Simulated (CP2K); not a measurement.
Input of a CP2K 2026.2 run:

The input zrb_vcrelax.inp:

```
&GLOBAL
  PROJECT zrb_vcrelax
  RUN_TYPE CELL_OPT
  PRINT_LEVEL LOW
&END GLOBAL
&FORCE_EVAL
  METHOD QS
  STRESS_TENSOR ANALYTICAL
  &DFT
    BASIS_SET_FILE_NAME BASIS_MOLOPT_UZH
    POTENTIAL_FILE_NAME POTENTIAL_UZH
    &MGRID
      CUTOFF 450
      REL_CUTOFF 60
      NGRIDS 4
    &END MGRID
    &QS
      METHOD GPW
      EPS_DEFAULT 1.0E-9
      EXTRAPOLATION USE_PREV_P
    &END QS
    &KPOINTS
      SCHEME MONKHORST-PACK 8 8 8
      GAMMA_CENTERED T
    &END KPOINTS
    &SCF
      SCF_GUESS ATOMIC
      EPS_SCF 1.0E-6
      MAX_SCF 100
      ADDED_MOS 13
      CHOLESKY OFF
      EPS_EIGVAL 1.0E-7
      &DIAGONALIZATION ON
        ALGORITHM STANDARD
      &END DIAGONALIZATION
      &MIXING ON
        METHOD BROYDEN_MIXING
        ALPHA 0.4
        BETA 1.5
        NBUFFER 8
      &END MIXING
      &SMEAR ON
        METHOD FERMI_DIRAC
        ELECTRONIC_TEMPERATURE 580.23
      &END SMEAR
    &END SCF
    &XC
      &XC_FUNCTIONAL
        &GGA_X_PBE_SOL
        &END GGA_X_PBE_SOL
        &GGA_C_PBE_SOL
        &END GGA_C_PBE_SOL
      &END XC_FUNCTIONAL
    &END XC
    &PRINT
      &KPOINTS ON
      &END KPOINTS
      &MULLIKEN ON
        &EACH
          CELL_OPT 0
        &END EACH
        ADD_LAST NUMERIC
      &END MULLIKEN
      &MO ON
        ENERGIES T
        OCCUPATION_NUMBERS T
        &EACH
          QS_SCF 0
          CELL_OPT 0
        &END EACH
        ADD_LAST NUMERIC
      &END MO
    &END PRINT
  &END DFT
  &SUBSYS
    &CELL
      ABC 3.2880465325 3.2880465326 3.2880465325
      ALPHA_BETA_GAMMA 59.9999999998 59.9999999990 59.9999999995
      PERIODIC XYZ
    &END CELL
    &COORD
      Zr  0.0000000000 0.0000000000 0.0000000000
      B   3.2880465326 1.8983545506 1.3423393758
    &END COORD
    &KIND Zr
      BASIS_SET DZVP-MOLOPT-PBE-GTH-q12
      POTENTIAL GTH-PBE-q12
    &END KIND
    &KIND B
      BASIS_SET DZVP-MOLOPT-PBE-GTH-q3
      POTENTIAL GTH-PBE-q3
    &END KIND
    &PRINT
      &ATOMIC_COORDINATES ON
      &END ATOMIC_COORDINATES
      &CELL ON
      &END CELL
      &SYMMETRY ON
      &END SYMMETRY
    &END PRINT
  &END SUBSYS
  &PRINT
    &FORCES ON
    &END FORCES
    &STRESS_TENSOR ON
    &END STRESS_TENSOR
  &END PRINT
&END FORCE_EVAL
&MOTION
  &CELL_OPT
    OPTIMIZER BFGS
    MAX_ITER 40
    MAX_FORCE [eV*angstrom^-1] 0.05
    RMS_FORCE [eV*angstrom^-1] 0.05
    MAX_DR 1.0E-2
    RMS_DR 1.0E-2
    EXTERNAL_PRESSURE [bar] 300000.0
    PRESSURE_TOLERANCE [bar] 300
    KEEP_SPACE_GROUP T
  &END CELL_OPT
  &PRINT
    &TRAJECTORY ON
    &END TRAJECTORY
    &CELL ON
    &END CELL
    &FORCES ON
    &END FORCES
    &STRESS ON
    &END STRESS
    &RESTART OFF
    &END RESTART
    &RESTART_HISTORY OFF
    &END RESTART_HISTORY
  &END PRINT
&END MOTION
```

Potentials or basis: POTENTIAL_UZH Zr GTH-PBE-q12, B GTH-PBE-q3; DZVP-MOLOPT-PBE-GTH basis.

Command:

```sh
$ OMP_NUM_THREADS=1 cp2k.psmp -i zrb_vcrelax.inp -o zrb_vcrelax.out
```

Estimate the band gap on the k mesh.

none (metal or under the smearing width).

Predict the relaxed volume.

12.69 Å³/atom.

The path:
```csv
step,energy change (eV),largest force (eV/Å),volume (Å³)
1,0.0000,0.0000,25.14
2,-0.0078,0.0000,25.17
3,-0.0475,0.0000,25.38
4,-0.0479,0.0000,25.38
5,-0.0479,0.0000,25.38
```

Caveat: the potentials were made for another functional, which shifts forces and pressure; the basis of atomic orbitals isn't converged, which shifts pressures, moduli and gaps; the real-space grid breaks the cell's symmetry a little. Zero-point motion and thermal expansion aren't in these numbers.
